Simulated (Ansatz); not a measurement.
# ClH3O2Sn: the cost of one run

Program: Ansatz 0.2.0. Level of theory: RHF/def2-SVP. These are calculated values, not measurements.

### 1 The system as given

Bond lengths: Sn1–Cl2 2.610 Å, Sn1–H3 1.940 Å, Sn1–O4 1.959 Å, O4–H5 1.010 Å, Sn1–O6 1.959 Å, O6–H7 1.010 Å. Angles: Cl2–Sn1–H3 45.6°, Cl2–Sn1–O4 123.0°, Cl2–Sn1–O6 123.0°, H3–Sn1–O4 121.2°, H3–Sn1–O6 121.2°, O4–Sn1–O6 109.5°, Sn1–O4–H5 109.5°, Sn1–O6–H7 109.5°.

Structure file:

```xyz
7

Sn    0.0000    0.0000    0.0000
Cl    1.5152    0.0000    2.1251
H     1.9164    0.0000    0.3021
O    -0.9232    1.5994   -0.6527
H    -1.8810    1.3686   -0.8751
O    -0.9232   -1.5994   -0.6527
H    -1.3778   -2.0650    0.1197
```

### 2 Pulling towards end A

Springs on the bonds that form and break draw the guess towards this end; the thresholds are loose.

input.yaml

```yaml
crystal:
  periodic: [false, false, false]
  atoms:
    - { symbol: Sn, position_ang: [0.0, 0.0, 0.0] }
    - { symbol: Cl, position_ang: [1.5152, 0.0, 2.1251] }
    - { symbol: H, position_ang: [1.9164, 0.0, 0.3021] }
    - { symbol: O, position_ang: [-0.9232, 1.5994, -0.6527] }
    - { symbol: H, position_ang: [-1.881, 1.3686, -0.8751] }
    - { symbol: O, position_ang: [-0.9232, -1.5994, -0.6527] }
    - { symbol: H, position_ang: [-1.3778, -2.065, 0.1197] }
basis:
  gaussian: { orbitals: def2-SVP }
hamiltonian:
  xc: hf
relax:
  f_tol: 0.15
  max_steps: 25
  restrain:
    - { distance: [1, 2], at: 2.57, k: 30.0 }
    - { distance: [0, 1], at: 2.41, k: 30.0 }
    - { distance: [0, 2], at: 1.74, k: 30.0 }
```

On the command line:

```sh
$ ansatz run input.yaml --threads 1 --pin off --max-ram 2048MiB --backend cpu --events-out ev --progress --plain --runs-dir out
```

What time and memory should one allow on 1 thread of Arm Neoverse V1, shared host?

About 20 s, with a peak of 0.17 GiB.
